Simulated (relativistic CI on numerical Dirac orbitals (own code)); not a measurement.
# Sb XLV (Sb⁴⁴⁺): levels and lines

The task is the spectrum of Sb⁴⁴⁺: levels, purity of their labels, lifetimes and lines; runs with one setting changed show what the result hangs on.

Method: Dirac-Coulomb-Breit CI, KLI orbitals optimised for each configuration, model QED (radiative potential, 1s self-energy scaled to tabulated hydrogen-like ionisation energies). Code: relativistic CI on numerical Dirac orbitals (own code) version 2.

### Step 1. What is computed

```
ion                       : Sb⁴⁴⁺ (Sb XLV)
nuclear charge            : 51
electrons                 : 7
isotope                   : A = 121
first configuration typed : [He] 2s2 2p3
```

Outer shells as boxes (Hund's rule):

first configuration typed
```
[He] core
2s [↑↓]
2p [↑ ][↑ ][↑ ]
```

### Step 2. The main run

Settings of the run:

```ini
atom Sb  Z=51  charge=44  electrons=7
nucleus A=121  rms_radius_fm=4.6802
hamiltonian dirac-coulomb  breit=on  qed=on  c_scale=1
orbitals kli  potential=per-configuration
slater_scale 1
correlation none
mixing on
configurations
  [He] 2s2 2p3
  [He] 2s 2p4
  [He] 2p5
  [He] 2p4 3s
  [He] 2p4 3p
  [He] 2p4 3d
  [He] 2s2 2p2 3s
  [He] 2s2 2p2 3p
  [He] 2s2 2p2 3d
  [He] 2s 2p3 3s
  [He] 2s 2p3 3p
  [He] 2s 2p3 3d
  [He] 2s2 2p2 4s
  [He] 2s2 2p2 4p
  [He] 2s2 2p2 4d
  [He] 2s2 2p2 4f
end
```

### Step 3. Without the Breit term

Changes to the settings of step 2:

```diff
@@ -2,3 +2,3 @@
 nucleus A=121  rms_radius_fm=4.6802
-hamiltonian dirac-coulomb  breit=on  qed=on  c_scale=1
+hamiltonian dirac-coulomb  breit=off  qed=on  c_scale=1
 orbitals kli  potential=per-configuration
```

### Step 4. The first configuration alone

Settings of the run:

```ini
atom Sb  Z=51  charge=44  electrons=7
nucleus A=121  rms_radius_fm=4.6802
hamiltonian dirac-coulomb  breit=on  qed=on  c_scale=1
orbitals kli  potential=per-configuration
slater_scale 1
correlation none
mixing on
configurations
  [He] 2s2 2p3
end
```

(Steps that only read results are left out.)

**Question.** What will these runs give? Wanted: lowest level; first excitation; lowest level of the other parity; fastest E1 line; ionisation energy.

The runs gave:

| run | time | mean size of shift, levels followed (cm⁻¹) | lowest level | ionisation energy (eV) |
| --- | --- | --- | --- | --- |
| main run | 0.77 s | 0 | 2p3 [2p3/2] J=3/2° | 7390.2 |
| without the Breit term | 0.41 s | 29827 | 2p3 [2p3/2] J=3/2° | 7395.0 |
| the first configuration alone | 0.038 s | 13949 | 2p3 [2p3/2] J=3/2° | - |

The tabulated theoretical ionisation energy (NIST) is 7390 eV.

| quantity | value |
| --- | --- |
| lowest level | 2p3 [2p3/2] J=3/2° |
| first excitation | 2p3 [2p1/2 2p3/2^2] J=3/2°, 246.96 eV |
| lowest level of the other parity | 2s 2p4 [2s 2p3/2^2] J=5/2, 448.62 eV |
| levels in the model | 359 |
| fastest E1 line (by rate) to the lowest level among the lowest 200 of 359 levels | 0.2739 nm, from 2p2 3d [2p1/2 2p3/2 3d3/2] J=5/2 (ii) |
| ionisation energy | 7390.2 eV |
| ionisation energy, tabulated theoretical (NIST) | 7390 eV |

In words: 2p3 [2p3/2] J=3/2° comes out lowest; its LS label holds 46 % and its jj label 99 %; over the low levels the means are 69 and 98 %, so jj coupling describes them better. The ionisation energy agrees with the tabulated theoretical value within its uncertainty of 4 eV. The largest mover is «without the Breit term» (29827 cm⁻¹ on average). Lifetimes count radiative decay inside the model alone.
